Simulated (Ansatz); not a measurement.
Predict the output of the script below (the Ansatz DFT code, driven from Python).

Script `md_fgeh.py`:
```python
'''Molecular dynamics of one FGeH molecule.'''

import ansatz as az
import numpy as np

molecule = (
    az.Crystal.molecule()
    .atom('F', (0.67, 1.1407, 0.482))
    .atom('Ge', (-0.5644, 0.1308, -0.2918))
    .atom('H', (-0.1166, -1.3363, -0.2035))
)

calc = (
    molecule.calculation()
    .basis(gaussian='def2-SVP')
    .functional('HF')
    .md('nve', timestep=0.5, steps=40, temperature=800, initial_velocities='maxwell_boltzmann', seed=65)
)
frames = []
calc.session().plan().execute(on_event=lambda e: frames.append(e['data']) if e['event'] == 'md_step' else None)
print('t (fs)   E_pot (eV)      E_kin (eV)   T (K)   d(0-1) (A)')
for f in frames[::1]:
    xyz = np.array(f['positions_ang'])
    print(f'{f["time_fs"]:6.2f} {f["lagrangian_ev"]:14.5f} {f["e_kin_ev"]:10.5f} {f["temperature_k"]:8.1f} {np.linalg.norm(xyz[0] - xyz[1]):9.4f}')
kept = np.array([f['conserved_ev'] for f in frames])
print(f'conserved energy moves by at most {1000 * np.ptp(kept):.3f} meV')
```

Output of `python md_fgeh.py`:
```text
t (fs)   E_pot (eV)      E_kin (eV)   T (K)   d(0-1) (A)
  0.00   -59185.70473    0.10341    800.0    1.7727
  0.50   -59185.69610    0.09476    733.1    1.7777
  1.00   -59185.69040    0.08901    688.7    1.7825
  1.50   -59185.68694    0.08551    661.5    1.7872
  2.00   -59185.68492    0.08344    645.5    1.7917
  2.50   -59185.68359    0.08207    634.9    1.7960
  3.00   -59185.68236    0.08083    625.3    1.8001
  3.50   -59185.68093    0.07939    614.2    1.8040
  4.00   -59185.67921    0.07769    601.0    1.8076
  4.50   -59185.67738    0.07588    587.0    1.8111
  5.00   -59185.67577    0.07430    574.8    1.8142
  5.50   -59185.67483    0.07339    567.8    1.8171
  6.00   -59185.67504    0.07363    569.6    1.8198
  6.50   -59185.67685    0.07546    583.8    1.8221
  7.00   -59185.68064    0.07927    613.2    1.8242
  7.50   -59185.68666    0.08529    659.8    1.8260
  8.00   -59185.69500    0.09362    724.3    1.8275
  8.50   -59185.70560    0.10421    806.2    1.8286
  9.00   -59185.71821    0.11679    903.6    1.8295
  9.50   -59185.73242    0.13097   1013.2    1.8300
 10.00   -59185.74767    0.14617   1130.8    1.8303
 10.50   -59185.76324    0.16170   1251.0    1.8302
 11.00   -59185.77837    0.17678   1367.6    1.8298
 11.50   -59185.79224    0.19060   1474.5    1.8291
 12.00   -59185.80408    0.20240   1565.8    1.8280
 12.50   -59185.81326    0.21155   1636.6    1.8267
 13.00   -59185.81933    0.21761   1683.5    1.8250
 13.50   -59185.82209    0.22037   1704.9    1.8230
 14.00   -59185.82163    0.21993   1701.5    1.8208
 14.50   -59185.81830    0.21665   1676.0    1.8182
 15.00   -59185.81269    0.21107   1632.9    1.8154
 15.50   -59185.80546    0.20388   1577.3    1.8123
 16.00   -59185.79727    0.19573   1514.2    1.8089
 16.50   -59185.78868    0.18716   1447.9    1.8053
 17.00   -59185.78002    0.17851   1381.0    1.8015
 17.50   -59185.77144    0.16992   1314.6    1.7974
 18.00   -59185.76290    0.16138   1248.5    1.7932
 18.50   -59185.75429    0.15276   1181.8    1.7887
 19.00   -59185.74550    0.14396   1113.7    1.7842
 19.50   -59185.73650    0.13497   1044.2    1.7794
 20.00   -59185.72742    0.12591    974.1    1.7746
conserved energy moves by at most 0.406 meV
```

Total energies depend on the basis set; only differences at equal settings carry meaning. The trajectory is only some femtoseconds long, so its temperature is not equilibrated; where the script doesn't relax first, it starts from a rough generated geometry. The temperature counts the internal degrees of freedom alone. Timing: 8.5 s on 1 thread of AMD EPYC 9R45 96-Core Processor (Zen 5) (shared host), peak memory 0.17 GiB.

(Lines on the test bed's own set-up are left out of the output.)
